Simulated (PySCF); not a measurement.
# C6H5BrO2: the cost of one run

Computed with PySCF 2.14.0 and routines of our own; the level stands in each step. Atoms count from 0.

## 1. The system as given

14 atoms, charge 1, multiplicity 2; geometry from: GFN2-xTB.

## 2. Open-shell or spin-flip excitations: unrestricted TDDFT CAM-B3LYP/def2-SVP

What the job is given:

```
{"job": {"kind": "uabs", "xc": "CAM-B3LYP", "basis": "def2-SVP", "nstates": 10, "tda": false}, "charge": 1, "multiplicity": 2}
C     -1.448538    -1.801738     0.170285
C     -0.879272    -0.597654     0.197333
C      0.359706    -0.001674    -0.286348
O      1.286305    -0.470493    -1.095211
C      2.358168     0.337305    -1.413835
O      2.445849     1.468019    -1.084316
C      0.140669     1.179000     0.398020
C     -1.225322     0.743118     0.850609
Br    -1.369446     0.698379     2.823447
H     -0.999274    -2.616443    -0.376646
H     -2.386943    -1.991039     0.668037
H      3.067977    -0.252506    -2.006689
H      0.746488     2.029525     0.658063
H     -2.097046     1.275728     0.475083
```

Level: unrestricted TDDFT CAM-B3LYP/def2-SVP, vertical, gas phase, core orbitals frozen in the response.

Command:

```sh
$ OMP_NUM_THREADS=1 python excited_run.py task.json out
```

One launch serves the whole session: the jobs run in the order shown.

**Question.** How long does this first job take on 1 thread of Arm Neoverse V1, shared host, and how much memory does it need?

About 1.8 min, with a peak of 0.81 GiB.
